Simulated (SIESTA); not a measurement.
Ag:

```xyz
3
Lattice="1.4730 0.8505 7.2046 -1.4730 0.8505 7.2046 0.0000 -1.7009 7.2046" Properties=species:S:1:pos:R:3 pbc="T T T"
Ag    0.0000    0.0000    4.8044
Ag    0.0000    0.0000   16.8096
Ag    0.0000    0.0000    0.0000
```

This isn't the form of Ag at room conditions, which is fcc.

```yaml
Program: SIESTA 5.4.2
Task: single point
Functional: PBEsol
Potentials_or_basis: PseudoDojo 0.4 standard (PBEsol files)
Basis: DZP (energy shift 0.003 Ry; two zetas on semicore shells)
Grid_cutoff: 800 Ry
Energy_shift: 0.003 Ry
k_mesh: 10 × 10 × 10
Occupations: fermi-dirac, width 0.05 eV
Spin: no spin polarisation
```

On this cell: pressure -7.4 GPa; largest force 0.008 eV/Å; band gap on the k mesh none (metal or under the smearing width).

The same run follows on a disturbed copy (atoms moved at random, drawn with an rms of 0.05 Å):

```xyz
3
Lattice="1.4730 0.8505 7.2046 -1.4730 0.8505 7.2046 0.0000 -1.7009 7.2046" Properties=species:S:1:pos:R:3 pbc="T T T"
Ag   -0.0243   -0.0509    4.7735
Ag    0.0242   -0.0255   16.8169
Ag   -0.0492   -0.0466    0.0008
```

**Question.** What changes?

**Answer.** The energy (extrapolated to zero smearing) moves by +1.7 meV/atom; pressure -7.3 GPa; largest force 0.163 eV/Å; band gap on the k mesh none (metal or under the smearing width).

Forces on the atoms (eV/Å):
```
Ag   0.013  0.013  0.162
Ag  -0.056 -0.019 -0.100
Ag   0.043  0.006 -0.063
```

Stress tensor (GPa, compression positive):
```
-7.18 -0.17  0.02
-0.17 -7.00  0.04
 0.02  0.04 -7.69
```

Caveats: short orbitals over semicore shells can move pressures by several GPa; the basis of atomic orbitals isn't converged, which shifts pressures, moduli and gaps.
